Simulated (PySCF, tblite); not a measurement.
**C₄H₇FGeN₂: geometry, infrared bands and NMR shifts**

Wanted: the infrared bands and NMR shifts of C₄H₇FGeN₂ (`Cc1c[n]([GeH3])nc1F`), by calculation.

The runs use tblite 0.8.0 and PySCF 2.14.0, with density-fitted response routines of our own; the level of theory stands in each step. All values are computed, except where a source is named. Atoms are numbered from 0 throughout.

## (1) The molecule as given

15 atoms, charge 0, multiplicity 1; geometry from: force field or distance geometry start.

Bonds of the start (Å): C0–C1 1.48, C1–C2 1.41, C2–N3 1.34, N3–Ge4 1.87, N3–N5 1.33, N5–C6 1.36, C6–F7 1.34, C6–C1 1.38, C0–H8 1.09, C0–H9 1.13, C0–H10 1.10, C2–H11 1.10, Ge4–H12 1.53, Ge4–H13 1.55, Ge4–H14 1.58.

## (2) Optimising the geometry with GFN2-xTB

Job settings and geometry (Å):

```
{"job": {"kind": "relax", "xc": "GFN2-xTB", "basis": "xTB"}, "charge": 0, "multiplicity": 1}
C     -2.460300     0.262000     0.627900
C     -1.160300    -0.097200     0.020200
C      0.087400     0.359900     0.476800
N      1.003200    -0.186400    -0.328800
Ge     2.834400     0.116200    -0.125100
N      0.424100    -0.973500    -1.228200
C     -0.922500    -0.943400    -1.048900
F     -1.831100    -1.613900    -1.776400
H     -3.289200    -0.362200     0.286300
H     -2.742100     1.327400     0.364700
H     -2.293500     0.282200     1.713600
H      0.236700     1.051500     1.316400
H      3.635900    -1.186400    -0.149900
H      3.121900     0.958000     1.148800
H      3.350900     1.013700    -1.319200
```

On the command line:

```
$ OMP_NUM_THREADS=1 python probes_run.py task.json out
```

This one command runs all jobs of the session in turn.

The log of the run:

```text
step      E/eV     max force
  0    -669.90855    2.240
  1    -670.12426    1.221
  2    -670.23182    0.681
  3    -670.27725    0.663
  4    -670.31716    0.485
  5    -670.34386    0.485
  6    -670.36492    0.393
  7    -670.38045    0.412
  8    -670.39520    0.362
  9    -670.40482    0.255
 10    -670.41061    0.190
 11    -670.41520    0.173
 12    -670.41926    0.147
 13    -670.42238    0.137
 14    -670.42473    0.138
 15    -670.42719    0.180
 16    -670.43033    0.169
 17    -670.43393    0.146
 18    -670.43715    0.140
 19    -670.43949    0.138
 20    -670.44146    0.137
 21    -670.44384    0.140
 22    -670.44694    0.166
 23    -670.45082    0.147
 24    -670.45496    0.176
 25    -670.45864    0.177
 26    -670.46187    0.154
 27    -670.46458    0.118
 28    -670.46692    0.105
 29    -670.46878    0.091
 30    -670.46970    0.064
 31    -670.47007    0.056
 32    -670.47036    0.056
 33    -670.47086    0.073
 34    -670.47157    0.100
 35    -670.47233    0.087
 36    -670.47290    0.052
 37    -670.47327    0.041
 38    -670.47356    0.046
 39    -670.47379    0.034
 40    -670.47394    0.029
 41    -670.47404    0.024
 42    -670.47413    0.026
 43    -670.47421    0.020
 44    -670.47425    0.014
 45    -670.47429    0.014
 46    -670.47432    0.015
 47    -670.47436    0.018
 48    -670.47439    0.011
 49    -670.47440    0.007
```

Along the way: (not every step is listed)

```
step  energy from step 0 (eV)  largest force (eV/Å)
   0                   0.0000                2.2402
   1                  -0.2157                1.2209
   2                  -0.3233                0.6813
   3                  -0.3687                0.6631
   4                  -0.4086                0.4846
   5                  -0.4353                0.4845
   6                  -0.4564                0.3929
   7                  -0.4719                0.4119
   8                  -0.4867                0.3621
  11                  -0.5067                0.1732
  14                  -0.5162                0.1378
  17                  -0.5254                0.1457
  20                  -0.5329                0.1370
  23                  -0.5423                0.1471
  26                  -0.5533                0.1543
  29                  -0.5602                0.0909
  32                  -0.5618                0.0559
  35                  -0.5638                0.0870
  38                  -0.5650                0.0463
  41                  -0.5655                0.0236
  44                  -0.5657                0.0141
  45                  -0.5657                0.0144
  46                  -0.5658                0.0153
  47                  -0.5658                0.0180
  48                  -0.5658                0.0114
  49                  -0.5658                0.0070
```

Close pairs (by a distance rule), those that changed most:

| bond | before (Å) | after (Å) | change (Å) |
| --- | --- | --- | --- |
| Ge4–H14 | 1.581 | 1.490 | -0.090 |
| Ge4–H13 | 1.554 | 1.496 | -0.058 |
| N5–C6 | 1.359 | 1.313 | -0.046 |
| Ge4–H12 | 1.530 | 1.486 | -0.044 |
| C0–H9 | 1.133 | 1.090 | -0.043 |
| C1–C2 | 1.405 | 1.377 | -0.028 |
| N3–Ge4 | 1.867 | 1.840 | -0.027 |
| C2–H11 | 1.098 | 1.073 | -0.025 |

The final coordinates are the input of the step that follows.

## (3) Infrared spectrum with GFN2-xTB

Job settings and geometry (Å):

```
{"job": {"kind": "ir", "xc": "GFN2-xTB", "basis": "xTB"}, "charge": 0, "multiplicity": 1}
C     -2.540862     0.250876     0.593426
C     -1.149688    -0.010019     0.131720
C      0.045671     0.470589     0.618213
N      1.048840    -0.040145    -0.126470
Ge     2.881616     0.085620    -0.237931
N      0.564886    -0.838726    -1.092154
C     -0.739160    -0.822347    -0.940809
F     -1.539074    -1.526561    -1.738872
H     -3.214458    -0.493757     0.176609
H     -2.872872     1.236232     0.266329
H     -2.596734     0.216573     1.679652
H      0.251126     1.131868     1.437878
H      3.363619    -1.318556    -0.291143
H      3.313901     0.824258     0.988977
H      3.178776     0.842086    -1.487338
```

The log of the run:

```text
mode    cm-1     km/mol
  1     -36.3      0.07
  2      46.3      0.80
  3      87.5      1.23
  4     103.0      2.31
  5     218.4      4.05
  6     233.9      0.06
  7     308.7     31.89
  8     338.0      2.04
  9     442.4      1.88
 10     557.6     71.96
 11     574.5     99.30
 12     604.1     29.29
 13     617.3      6.52
 14     650.3      3.62
 15     739.0    298.51
 16     786.2      5.28
 17     786.3     47.49
 18     791.0    115.92
 19     822.3    105.29
 20     950.6      2.65
 21    1011.2     11.92
 22    1043.3      5.59
 23    1090.2     57.66
 24    1191.5     81.40
 25    1244.5    114.00
 26    1344.3     81.76
 27    1401.7     18.93
 28    1409.6     27.45
 29    1473.9      5.95
 30    1482.6      4.27
 31    1523.4    180.66
 32    1596.4     21.41
 33    2010.2    104.79
 34    2089.4    367.32
 35    2125.8    333.55
 36    3001.2     28.02
 37    3028.1     26.70
 38    3047.3     13.10
 39    3146.6     14.47
```

Which atoms move in the most intense modes:

```csv
cm⁻¹,km/mol,atoms
739,298.5,"H13 36 %, H12 34 %, H14 26 %"
791,115.9,"H13 51 %, H12 20 %, H14 15 %"
822,105.3,"H14 50 %, H12 38 %, H13 10 %"
1244,114.0,"N3 48 %, N5 28 %, H11 17 %"
1523,180.7,"C6 56 %, N5 19 %, C1 15 %"
2010,104.8,"H13 63 %, H14 24 %, H12 12 %"
2089,367.3,"H14 68 %, H13 29 %"
2126,333.6,H12 85 %
```

## (4) Nuclear shieldings: PBE0/pcSseg-1

Same as in step 3 but for these lines:

```diff
@@ -1,2 +1,2 @@
-{"job": {"kind": "ir", "xc": "GFN2-xTB", "basis": "xTB"}, "charge": 0, "multiplicity": 1}
+{"job": {"kind": "nmr", "xc": "PBE0", "basis": "pcSseg-1"}, "charge": 0, "multiplicity": 1}
 C     -2.540862     0.250876     0.593426
```

With the program's defaults for keys left out, this is: GIAO PBE0/pcSseg-1 NMR shielding, non-relativistic, gas phase.

The log of the run:

```text
coarse grid: 60984 points
cycle   1  E = -2441.9505061640  dE =  7.759e-01  |g| = 9.737e-01  |ddm| = 3.864e+00
cycle   2  E = -2441.9175780579  dE =  3.293e-02  |g| = 1.034e+00  |ddm| = 1.174e+00
cycle   3  E = -2442.0359905407  dE = -1.184e-01  |g| = 1.295e-01  |ddm| = 6.976e-01
cycle   4  E = -2442.0380463082  dE = -2.056e-03  |g| = 7.325e-02  |ddm| = 1.333e-01
cycle   5  E = -2442.0389713144  dE = -9.250e-04  |g| = 1.395e-02  |ddm| = 6.300e-02
cycle   6  E = -2442.0390089698  dE = -3.766e-05  |g| = 4.996e-03  |ddm| = 1.442e-02
cycle   7  E = -2442.0390135120  dE = -4.542e-06  |g| = 1.080e-03  |ddm| = 4.637e-03
final grid: 129064 points
cycle   8  E = -2442.0390078013  dE =  5.773e-07  |g| = 1.960e-03  |ddm| = 3.355e-03
cycle   9  E = -2442.0390053475  dE =  2.454e-06  |g| = 3.813e-03  |ddm| = 5.234e-03
cycle  10  E = -2442.0390086823  dE = -3.335e-06  |g| = 2.424e-04  |ddm| = 3.426e-03
cycle  11  E = -2442.0390086937  dE = -1.144e-08  |g| = 3.228e-05  |ddm| = 2.078e-04
cycle  12  E = -2442.0390086939  dE = -2.128e-10  |g| = 1.124e-05  |ddm| = 3.313e-05
converged SCF energy = -2442.0390086939

GIAO shielding tensors (ppm)
atom      isotropic    diamagn.    paramagn.     s11        s22        s33       span
  0 C      178.971     242.373     -63.402    166.398    179.679    190.835     24.437
  1 C       80.284     268.949    -188.664     21.560     62.379    156.914    135.354
  2 C       48.431     251.024    -202.593    -26.300     46.727    124.866    151.166
  3 N       68.999     334.144    -265.144    -31.507     75.188    163.317    194.824
  4 Ge    1473.377    2755.670   -1282.292   1382.277   1424.390   1613.466    231.189
  5 N      -49.526     329.049    -378.575   -251.845    -51.953    155.218    407.063
  6 C       11.617     251.261    -239.644    -63.567     42.682     55.737    119.304
  7 F      316.625     472.688    -156.063    213.347    328.663    407.867    194.520
  8 H       29.448      27.584       1.865     23.962     29.082     35.301     11.339
  9 H       29.560      27.310       2.250     24.697     27.065     36.917     12.220
 10 H       29.545      27.838       1.708     24.034     28.248     36.353     12.319
 11 H       24.518      34.111      -9.593     20.953     24.442     28.159      7.206
 12 H       26.657      28.590      -1.933     19.491     22.600     37.881     18.390
 13 H       26.869      28.870      -2.001     19.621     23.105     37.881     18.260
 14 H       26.720      28.592      -1.872     19.934     22.263     37.962     18.028
```

It took 97 s on 1 thread, shared host.

The references, computed at this level on geometries of the same kind, shield at (ppm): ¹H TMS 31.72, ¹³C TMS 186.9, ¹⁹F CFCl3 170.9, ¹⁵N NH3 267.7, ⁷³Ge GeMe4 1331. Their shielding less the atom's gives the shift. The references are single molecules in the gas phase, so shifts against H2O, NH3, PH3, H3PO4 or CFCl3 are not on the usual liquid scales and can be off by tens of ppm. Atoms listed in one row are averaged.

```
        atoms                                         environment  σ (ppm)  δ (ppm)
           C6                    aromatic carbon bearing fluorine     11.6    175.3
           C2                 aromatic CH next to a ring nitrogen     48.4    138.5
           C1                         substituted aromatic carbon     80.3    106.6
           C0                   methyl carbon on an aromatic ring    179.0      8.0
          H11  hydrogen on an aromatic CH next to a ring nitrogen    24.52     7.20
H12, H13, H14                 hydrogen on a germanium bonded to N    26.75     4.97
  H8, H9, H10     hydrogen on a methyl carbon on an aromatic ring    29.52     2.20
           N5                  pyridine-type nitrogen of an azole    -49.5    317.3
           N3                          pyrrole-type ring nitrogen     69.0    198.7
          Ge4                          germanium bonded to N, 3 H     1473     -142
           F7                                       aryl fluorine    316.6   -145.7
```

Charges from the same density, by scheme (e):

```
atoms  Mulliken    IAO  Hirshfeld  ESP fit
   C0     -0.10  -0.43      -0.12    -0.51
   C1     -0.63  -0.11      -0.05     0.03
   C2      0.34  -0.10      -0.03    -0.31
   N3     -0.64  -0.21      -0.07     0.10
  Ge4      0.54   0.66       0.39     0.34
   N5     -0.28  -0.29      -0.18    -0.52
   C6      0.59   0.36       0.10     0.47
   F7     -0.26  -0.26      -0.08    -0.19
```

Mayer bond orders: C0–C1 1.04, C1–C2 1.43, C2–N3 1.12, N3–Ge4 0.64, N3–N5 1.12, N5–C6 1.55, C6–F7 0.99, C6–C1 1.33.

Ring of atoms C1, C2, N3, N5, C6: NICS(0) -13.8, NICS(1) -11.1, NICS(1)zz -26.9 ppm (means of both faces).

## (5) Summary of results

| quantity | value |
| --- | --- |
| strongest single infrared mode (GFN2-xTB) | 2089 cm⁻¹, 367 km/mol |
| zero-point energy (GFN2-xTB) | 62.8 kcal/mol |
| ¹³C shifts against TMS (PBE0/pcSseg-1) | 175.3, 138.5, 106.6, 8.0 ppm |
| ¹H shifts against TMS (PBE0/pcSseg-1, means over atoms taken as alike) | 7.20, 4.97, 2.20 ppm |
| ¹⁵N shifts against NH3 (PBE0/pcSseg-1) | 317.3, 198.7 ppm |
| ⁷³Ge shifts against GeMe4 (PBE0/pcSseg-1) | -142 ppm |
| ¹⁹F shifts against CFCl3 (PBE0/pcSseg-1) | -145.7 ppm |

**Reading.** Relaxing lowered the energy by 0.566 eV in 49 steps; the close pair that moved most is Ge4–H14, from 1.581 to 1.490 Å. The lowest mode is imaginary (36i cm⁻¹), so the xTB geometry is not a minimum. The strongest single mode, at 2089 cm⁻¹, moves mainly H14. GFN2-xTB is a fitted tight-binding method: band positions and strengths are rough. Its intensities can rank the bands wrongly. At PBE0/pcSseg-1: The largest span, 407 ppm, is at N5, where the paramagnetic term is -379 ppm. NICS(1)zz of -27 ppm above the planar ring from C1 marks a diatropic (aromatic) ring current. Spin-orbit coupling is left out, which matters for shieldings and couplings at and beside the heavy atoms.
